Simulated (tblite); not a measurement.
# C4H17NSi3: the cost of one run

Programs: tblite 0.8.0 and PySCF 2.14.0, with density-fitted response routines of our own. Each step states its level of theory. These are calculated values for one molecule in the gas phase, unless marked as measured. Atoms count from 0, in the outputs and in this text.

### Step 1. The molecule as given

25 atoms, charge 0, multiplicity 1; geometry from: force field or distance geometry start.

Bonds of the start (Å): C0–C1 1.53, C1–C2 1.51, C2–C3 1.53, C3–Si4 1.87, Si4–N5 1.69, N5–Si6 1.69, N5–Si7 1.69, C0–H8 1.09, C0–H9 1.10, C0–H10 1.09, C1–H11 1.09, C1–H12 1.12, C2–H13 1.10, C2–H14 1.11, C3–H15 1.09, C3–H16 1.11, Si4–H17 1.49, Si4–H18 1.48, Si6–H19 1.47, Si6–H20 1.49, Si6–H21 1.48, Si7–H22 1.49, Si7–H23 1.50, Si7–H24 1.48.

### Step 2. Relaxing the molecule with GFN2-xTB

What the job is given:

```
{"job": {"kind": "relax", "xc": "GFN2-xTB", "basis": "xTB"}, "charge": 0, "multiplicity": 1}
C      3.841900     0.602200     0.602600
C      2.823200    -0.514900     0.402600
C      1.508600     0.000300    -0.132000
C      0.489000    -1.126800    -0.333100
Si    -1.179800    -0.630400    -1.014400
N     -1.957800     0.560500    -0.104700
Si    -3.210800     1.265400    -0.990200
Si    -2.570700    -0.070800     1.337100
H      4.780200     0.205600     0.996600
H      3.453600     1.349800     1.315700
H      4.042000     1.105900    -0.347400
H      3.243500    -1.266500    -0.273300
H      2.658000    -1.019600     1.383100
H      1.678700     0.511700    -1.094900
H      1.091100     0.764400     0.556000
H      0.915700    -1.879000    -0.992700
H      0.338100    -1.642500     0.636100
H     -0.920600    -0.107300    -2.383200
H     -2.046700    -1.819500    -1.166700
H     -2.659100     1.916400    -2.192900
H     -3.861800     2.331500    -0.176500
H     -4.227900     0.256200    -1.376900
H     -3.170900     1.016500     2.157500
H     -3.598100    -1.131800     1.067900
H     -1.470200    -0.653300     2.133100
```

On the command line:

```
$ OMP_NUM_THREADS=1 python probes_run.py task.json out
```

The driver reads the jobs from task.json and runs them one after another.

**Question.** How long does this first job take on 1 thread of Intel Xeon at 2.50GHz, shared host?

About 5.3 s.
